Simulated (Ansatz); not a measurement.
TiSn:

```
Ti Sn
1.0
     0.00000    2.80055    2.80055
     2.80055    0.00000    2.80055
     2.80055    2.80055    0.00000
Ti Sn
1 1
Direct
  0.00000 0.00000 0.00000
  0.50000 0.50000 0.50000
```

The cell was built by a generator and needn't be a form met in nature.

| Property | Result |
| --- | --- |
| Program | Ansatz 0.2.0 |
| Task | single point |
| Functional | PBE |
| Potentials or basis | Ansatz PAW soft_1 |
| Cutoff | 420 eV (not typed: the program's choice for these potentials) |
| k mesh | 8 × 8 × 8 |
| Occupations | fermi-dirac, width 0.05 eV |
| Spin | no spin polarisation |

On this cell: pressure 0.0 GPa; largest force zero by symmetry; band gap on the k mesh none (metal or under the smearing width).

The same run follows on a disturbed copy (atoms moved at random, drawn with an rms of 0.05 Å):

```
Ti Sn
1.0
     0.00000    2.80055    2.80055
     2.80055    0.00000    2.80055
     2.80055    2.80055    0.00000
Ti Sn
1 1
Direct
  0.00892 0.99277 0.99400
  0.50319 0.49736 0.50214
```

Task: What does the disturbed cell give?

Result: The energy (extrapolated to zero smearing) moves by +2.4 meV/atom; pressure 0.0 GPa; largest force 0.264 eV/Å; band gap on the k mesh none (metal or under the smearing width).

Forces on the atoms (eV/Å):
```
Ti   0.259  0.049 -0.023
Sn  -0.259 -0.049  0.023
```

Stress tensor (GPa, compression positive):
```
 0.13 -0.02  0.01
-0.02  0.00  0.00
 0.01  0.00 -0.01
```
